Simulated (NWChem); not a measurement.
**Si2H3F3 (SMILES F[SiH2][SiH](F)F): levels of theory compared**

Aim: a comparison of 3 runs (HF/def2-SVP, CAM-B3LYP/cc-pVDZ, PBE0/def2-SVP) of Si2H3F3. 

Program for the calculation: NWChem 7.3.0.

### Step 1. The system as given

The species is Si2H3F3 (8 atoms), meant as a singlet with charge 0. As SMILES, `F[SiH2][SiH](F)F`. Geometry: relaxed at PBE0-D4/def2-TZVP. This is one conformer, not always the lowest.

Bond lengths: F1–Si2 1.602 Å, Si2–Si3 2.355 Å, Si3–F4 1.591 Å, Si3–F5 1.591 Å, Si2–H6 1.485 Å, Si2–H7 1.485 Å, Si3–H8 1.483 Å. Some angles: F1–Si2–Si3 109.8°, Si2–Si3–F4 109.9°, Si2–Si3–F5 109.9°, F4–Si3–F5 107.3°, F1–Si2–H6 108.6°, F1–Si2–H7 108.6°, Si3–Si2–H6 110.1°, Si3–Si2–H7 110.1°, Si2–Si3–H8 114.2°, F4–Si3–H8 107.7°.

### Step 2. Energy and gradient at HF/def2-SVP (run 1)

Contents of sp.nw:

```
echo
start sp
memory stack 880 mb heap 220 mb global 1100 mb
geometry noautosym nocenter noautoz
 F    -1.752500   -0.043100    1.476300
 Si   -0.254300    0.392800    1.115300
 Si    0.291500   -0.342300   -1.054400
 F     0.153800   -1.925100   -1.140300
 F    -0.725000    0.280100   -2.108500
 H    -0.160100    1.872900    1.192400
 H     0.668000   -0.214800    2.108000
 H     1.663600    0.013900   -1.488500
end
basis spherical bse
 * library def2-SVP
end
scf
 thresh 1e-08
 maxiter 80
 print low
end
task scf gradient
```

Launch:

```
nwchem sp.nw > sp.out
```

Log:

```text
[...]
  functions       =    93
[...]
  wavefunction    = RHF
[...]
         Total SCF energy =   -877.669479433838
      One-electron energy =  -1831.487680057052
      Two-electron energy =    647.608829696186
 Nuclear repulsion energy =    306.209370927029
        Time for solution =      4.8s
[...]
                         RHF ENERGY GRADIENTS
    atom               coordinates                        gradient
                 x          y          z           x          y          z
   1 F      -3.311745  -0.081447   2.789802    0.007607   0.002548  -0.001079
   2 Si     -0.480557   0.742284   2.107611   -0.010695  -0.005169  -0.002047
   3 Si      0.550855  -0.646853  -1.992527   -0.011014  -0.005957  -0.003463
   4 F       0.290640  -3.637912  -2.154855    0.001279   0.008647   0.000432
   5 F      -1.370051   0.529312  -3.984487    0.005934  -0.003096   0.005565
   6 H      -0.302545   3.539268   2.253309    0.000359   0.003378   0.000387
   7 H       1.262337  -0.405913   3.983542    0.002144  -0.001154   0.002358
   8 H       3.143748   0.026267  -2.812857    0.004386   0.000804  -0.002154
 Task  times  cpu:        5.8s     wall:        5.8s
 Total times  cpu:        5.9s     wall:        5.9s
```

It took 6.6 s on 1 thread of AMD EPYC 9R45 (Zen 5), shared host; peak memory 0.1 GiB.

### Step 3. Energy and forces at CAM-B3LYP/cc-pVDZ (run 2)

Contents of run.py:

```python
from ase import Atoms
from ase.calculators.nwchem import NWChem

atoms = Atoms(['F', 'Si', 'Si', 'F', 'F', 'H', 'H', 'H'], positions=[
    [-1.752500, -0.043100, 1.476300],
    [-0.254300, 0.392800, 1.115300],
    [0.291500, -0.342300, -1.054400],
    [0.153800, -1.925100, -1.140300],
    [-0.725000, 0.280100, -2.108500],
    [-0.160100, 1.872900, 1.192400],
    [0.668000, -0.214800, 2.108000],
    [1.663600, 0.013900, -1.488500],
])

calc = NWChem(
    label='f3h3si2',
    theory='dft',
    memory='2200 mb',
    basis='cc-pVDZ',
    basispar='spherical bse',
    dft={'xc': 'xcamb88 1.00 lyp 0.81 vwn_5 0.19 hfexch 1.00', 'cam': '0.33 cam_alpha 0.19 cam_beta 0.46', 'mult': '1', 'grid': 'fine', 'convergence': 'energy 1e-08', 'direct': None, 'iterations': '100', 'mulliken': None},
)
atoms.calc = calc

forces = atoms.get_forces()
print(f"energy = {atoms.get_potential_energy():.6f} eV")
print("forces (eV/A):")
for s, f in zip(atoms.symbols, forces):
    print(f"{s:2s} {f[0]:10.5f} {f[1]:10.5f} {f[2]:10.5f}")
print("dipole (e A):", atoms.get_dipole_moment().round(4))
```

Launch:

```
export ASE_NWCHEM_COMMAND="nwchem PREFIX.nwi > PREFIX.nwo"
python run.py
```

Log:

```text
energy = -23957.158734 eV
forces (eV/A):
F    -1.53459   -0.45154    0.35862
Si    1.48682    0.37692   -0.48841
Si    1.12553    1.02767    1.31347
F    -0.14331   -1.72022   -0.08300
F    -1.10084    0.68597   -1.13818
H    -0.00309    0.11740   -0.00098
H     0.06772   -0.05955    0.07749
H     0.10176    0.02335   -0.03903
dipole (e A): [0.405  0.2337 0.1659]
```

The calculator wrote f3h3si2.nwi:

```
title "f3h3si2"

permanent_dir f3h3si2

scratch_dir f3h3si2

start f3h3si2

geometry units angstrom nocenter noautosym noautoz
  F  -1.7524999999999999e+00 -4.3099999999999999e-02 1.4762999999999999e+00
  Si -2.5430000000000003e-01 3.9279999999999998e-01 1.1153000000000000e+00
  Si 2.9149999999999998e-01 -3.4229999999999999e-01 -1.0544000000000000e+00
  F  1.5379999999999999e-01 -1.9251000000000000e+00 -1.1403000000000001e+00
  F  -7.2499999999999998e-01 2.8010000000000002e-01 -2.1084999999999998e+00
  H  -1.6009999999999999e-01 1.8729000000000000e+00 1.1923999999999999e+00
  H  6.6800000000000004e-01 -2.1479999999999999e-01 2.1080000000000001e+00
  H  1.6636000000000000e+00 1.3899999999999999e-02 -1.4884999999999999e+00
end

memory 2200 mb

basis spherical bse noprint
   * library cc-pVDZ
end

dft
  xc xcamb88 1.00 lyp 0.81 vwn_5 0.19 hfexch 1.00
  cam 0.33 cam_alpha 0.19 cam_beta 0.46
  mult 1
  grid fine
  convergence energy 1e-08
  direct
  iterations 100
  mulliken
end

task dft gradient
```

f3h3si2.nwo:

```text
Northwest Computational Chemistry Package (NWChem) 7.3.0
             --------------------------------------------------------

           Job information
           ---------------

    nwchem branch   = 7.3.0
    use scalapack   = T
    input           = f3h3si2.nwi
    prefix          = f3h3si2.
    data base       = f3h3si2/f3h3si2.db
    status          = startup
    nproc           =        1

           Memory information
           ------------------

    heap     =     72089596 doubles =      550.0 Mbytes
    stack    =     72089601 doubles =      550.0 Mbytes
    global   =    144179200 doubles =     1100.0 Mbytes (distinct from heap & stack)
    total    =    288358397 doubles =     2200.0 Mbytes
    verify   = yes
    hardfail = no

[... 108 lines left out ...]
  convergence criterion.
[... 46 lines left out ...]
          Spatial weights used:  Erf1
[... 73 lines left out ...]
         Total DFT energy =     -880.409351892759
[... 3 lines left out ...]
 Nuclear repulsion energy =      306.209370927029
[... 721 lines left out ...]
          Convergence on gradient requested:  5.00D-04
[... 32 lines left out ...]
          total energy or number of iterations.
[... 32 lines left out ...]
                         DFT ENERGY GRADIENTS

    atom               coordinates                        gradient
                 x          y          z           x          y          z
   1 F      -3.311745  -0.081447   2.789802    0.029843   0.008781  -0.006974
   2 Si     -0.480557   0.742284   2.107611   -0.028914  -0.007330   0.009498
   3 Si      0.550855  -0.646853  -1.992527   -0.021888  -0.019985  -0.025543
[... 4 lines of this table left out ...]
   8 H       3.143748   0.026267  -2.812857   -0.001979  -0.000454   0.000759

                 ----------------------------------------
                 |  Time  |  1-e(secs)   |  2-e(secs)   |
                 ----------------------------------------
                 |  CPU   |       0.01   |      17.14   |
                 ----------------------------------------
                 |  WALL  |       0.01   |      17.14   |
                 ----------------------------------------

 Task  times  cpu:       57.0s     wall:       57.0s
 Total times  cpu:       57.0s     wall:       57.0s
```

Wall time 58 s (1 thread of AMD EPYC 9R45 (Zen 5), shared host); peak memory 0.14 GiB.

### Step 4. Energy and gradient at PBE0/def2-SVP (run 3)

Contents of f3h3si2.xyz:

```xyz
8
F3H3Si2
F     -1.752500    -0.043100     1.476300
Si    -0.254300     0.392800     1.115300
Si     0.291500    -0.342300    -1.054400
F      0.153800    -1.925100    -1.140300
F     -0.725000     0.280100    -2.108500
H     -0.160100     1.872900     1.192400
H      0.668000    -0.214800     2.108000
H      1.663600     0.013900    -1.488500
```

Contents of f3h3si2.nw:

```
start f3h3si2
title "F3H3Si2"
memory total 2200 mb

geometry noautosym nocenter noautoz
 load f3h3si2.xyz
end

basis spherical bse
 * library def2-SVP
end

dft
 xc pbe0
 grid fine
 convergence energy 1e-08
 iterations 100
 mulliken
end

task dft gradient
```

Launch:

```
nwchem f3h3si2.nw > f3h3si2.out
```

Log:

```text
[...]
          Wavefunction type:  closed shell.
          No. of atoms     :     8
          No. of electrons :    58
[...]
          Charge           :     0
          Spin multiplicity:     1
[...]
          AO basis - number of functions:    93
[...]
              XC Information
              --------------
                         PBE0 Method XC Functional
                     Hartree-Fock (Exact) Exchange  0.250
          PerdewBurkeErnzerhof Exchange Functional  0.750
            Perdew 1991 LDA Correlation Functional  1.000 local
           PerdewBurkeErnz. Correlation Functional  1.000 non-local
[...]
 d= 0,ls=0.0,diis     1   -879.3994562972 -1.19D+03  1.87D-02  1.06D+00     0.9
[...]
 d= 0,ls=0.0,diis     9   -879.5231981374 -6.68D-09  1.20D-07  1.97D-10     6.4
         Total DFT energy =     -879.523198137391
      One electron energy =    -1832.000952955700
           Coulomb energy =      720.244632466776
    Exchange-Corr. energy =      -73.976248575497
 Nuclear repulsion energy =      306.209370927029
[...]
      Total Density - Mulliken Population Analysis
     ---------------------------------------------
    Atom       Charge   Shell Charges
 -----------   ------   -------------------------------------------------------
    1 F    9     9.34   1.99  1.12  0.80  3.35  2.07  0.01
    2 Si  14    13.53   2.00  1.98  1.05  0.19  5.93  1.27  0.83  0.28
    3 Si  14    13.22   2.00  1.98  1.01  0.10  5.93  1.19  0.58  0.43
    4 F    9     9.33   1.99  1.13  0.79  3.35  2.06  0.01
    5 F    9     9.33   1.99  1.13  0.79  3.35  2.06  0.01
    6 H    1     1.08   0.74  0.33  0.01
    7 H    1     1.08   0.74  0.33  0.01
    8 H    1     1.11   0.74  0.36  0.01
[...]
  wavefunction    = closed shell
                         DFT ENERGY GRADIENTS
    atom               coordinates                        gradient
                 x          y          z           x          y          z
   1 F      -3.311745  -0.081447   2.789802    0.017496   0.005406  -0.003503
   2 Si     -0.480557   0.742284   2.107611   -0.015382  -0.003564   0.005849
   3 Si      0.550855  -0.646853  -1.992527   -0.012392  -0.011097  -0.013923
   4 F       0.290640  -3.637912  -2.154855    0.001932   0.019707   0.000356
   5 F      -1.370051   0.529312  -3.984487    0.012976  -0.008067   0.012526
   6 H      -0.302545   3.539268   2.253309   -0.000551  -0.002540   0.000171
   7 H       1.262337  -0.405913   3.983542   -0.001976   0.001021  -0.001408
   8 H       3.143748   0.026267  -2.812857   -0.002104  -0.000866  -0.000067
[...]
```

Wall time 8.4 s (1 thread of AMD EPYC 9R45 (Zen 5), shared host); peak memory 0.12 GiB.

### Step 5. All runs side by side

```tsv
run	level	iteration cap	module	energy (Eh)	largest force (eV/Å)	wall time
1	HF/def2-SVP	80	scf	-877.669479	0.668	6.6 s
2	CAM-B3LYP/cc-pVDZ	100	dft	-880.409352	2.012	58 s
3	PBE0/def2-SVP	100	dft	-879.523198	1.115	8.4 s
```

### Step 6. What came out

| quantity | value |
| --- | --- |
| run 3: total energy | -879.52320 Eh |
| run 3: dipole moment | 2.31 D |
| run 3: HOMO energy | -8.57 eV |
| run 3: LUMO energy | -0.88 eV |
| run 3: HOMO–LUMO gap | 7.69 eV |
| run 3: largest force on an atom | 1.115 eV/Å |

In words: Totals of different functionals can't be ranked against each other. All runs together took 73 s, the longest 58 s.
